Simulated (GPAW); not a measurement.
Runs of GPAW 26.7.0 on Al4Co5. The cell holds a slab with vacuum, 9 atoms: a = 2.819 Å, b = 2.819 Å, c = 26.278 Å, α = 90.00°, β = 90.00°, γ = 90.00°. 

```tsv
task	level	potentials or basis	cell	series job	gap on the mesh (eV)	moment (μB)	largest force (eV/Å)	work function (eV)
single point	vdW-DF-cx	GPAW PAW data sets (gpaw-data 1.2.1), pw	the (1 0 0) slab of AlCo, cut from the database cell, not relaxed	-	none	2.73	(b)	4.70
single point	BEEF-vdW	GPAW PAW data sets (gpaw-data 1.2.1), pw	the (1 0 0) slab of AlCo, cut from the database cell, not relaxed	-	none	(d)	0.80	4.73
single point	LDA	the program's PAW data sets (release 1.2.1) made for this functional, pw	the (1 0 0) slab of AlCo, cut from the database cell, not relaxed	-	none	2.58	(a)	4.93
single point	PBEsol	PAW data sets generated in the run's folder for this functional, pw	the (1 0 0) slab of AlCo, cut from the database cell, not relaxed	-	none	2.80	0.41	4.64
single point	RPBE	the program's PAW data sets (release 1.2.1) made for this functional, pw	the (1 0 0) slab of AlCo, cut from the database cell, not relaxed	-	none	(c)	0.80	4.36
```

Alike in all rows: spin collinear, ferromagnetic start; k mesh 9 × 9 × 1; cutoff (eV) 450; smearing fermi-dirac 0.05 eV.

Q: Fill in the values left out.

A: (a) 0.54; (b) 0.42; (c) 2.99; (d) 2.98.

Caveats: the PAW data sets were made with another functional, which shifts forces and pressure a little (some runs).

A gap of «none» marks a metal or a gap under the smearing width.

Runs at the PBE level aren't shown here.
